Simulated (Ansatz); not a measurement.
# Niobium pentachloride (NbCl5): small, medium and large basis sets

How large a basis does niobium pentachloride (NbCl5) need? Two functionals are run in growing sets.

Computed with Ansatz 0.2.0, Gaussian basis. Level: one geometry, several basis sets.

Plan: PBE0-D4/def2-SVP; ωB97M-V/def2-SVP; PBE0-D4/def2-QZVPP; ωB97M-V/def2-QZVPP; the functionals' def2-TZVPP values are taken from earlier runs.

2 further runs of the same task are left out: 2 that didn't finish.

### Step 1. Structure used throughout

An earlier PBE0-D4 in a triple-zeta def2 set relaxation fixed the geometry. Nb takes the def2 core potential; no spin-orbit term is included.

SMILES `[Cl][Nb]([Cl])([Cl])([Cl])[Cl]`, 6 atoms, charge 0, spin multiplicity 1.

Atoms are counted from 1 here; the program's logs count them from 0.

Bond lengths: Cl1–Nb2 2.261 Å, Nb2–Cl3 2.313 Å, Nb2–Cl4 2.261 Å, Nb2–Cl5 2.313 Å, Nb2–Cl6 2.261 Å. Angles: Cl1–Nb2–Cl3 90.0°, Cl1–Nb2–Cl4 120.0°, Cl1–Nb2–Cl5 90.0°, Cl1–Nb2–Cl6 120.0°, Cl3–Nb2–Cl4 90.0°, Cl3–Nb2–Cl5 180.0°, Cl3–Nb2–Cl6 90.0°, Cl4–Nb2–Cl5 90.0°, Cl4–Nb2–Cl6 120.0°, Cl5–Nb2–Cl6 90.0°.

### Step 2. PBE0-D4 in def2-SVP

Input file in.yaml:

```yaml
crystal:
  periodic: [false, false, false]
  atoms:
    - {symbol: Cl, position_ang: [-1.102366, -0.012065, -1.978226]}
    - {symbol: Nb, position_ang: [0.007044, -0.010660, -0.007665]}
    - {symbol: Cl, position_ang: [-1.918388, -0.694352, 1.076616]}
    - {symbol: Cl, position_ang: [1.066760, -1.880656, 0.695024]}
    - {symbol: Cl, position_ang: [1.932280, 0.672847, -1.092398]}
    - {symbol: Cl, position_ang: [0.056870, 1.860885, 1.260550]}
basis:
  gaussian: {orbitals: def2-SVP}
hamiltonian: {xc: pbe0, dispersion: d4}
output: {orbitals: {seedname: orbitals}}
```

Launch:

```sh
> ansatz run in.yaml --threads 2 --pin off --events-out ev --progress --plain --max-ram 22528MiB --backend cpu
```

Further steps of the session: ωB97M-V in def2-SVP; PBE0-D4 in def2-QZVPP; ωB97M-V in def2-QZVPP.

Q: Predict the results of all the runs planned. Wanted: PBE0-D4: double and triple zeta above quadruple; ωB97M-V: double and triple zeta above quadruple.

As calculated:

| quantity | value |
| --- | --- |
| PBE0-D4: double and triple zeta above quadruple | 23.85, 1.94 eV |
| ωB97M-V: double and triple zeta above quadruple | 23.45, 1.85 eV |

What this shows: For PBE0-D4 the step from double to triple zeta gains 21.91 eV and the next only 1.94 eV. Total energies overstate the basis error of differences, where much of it tends to cancel.
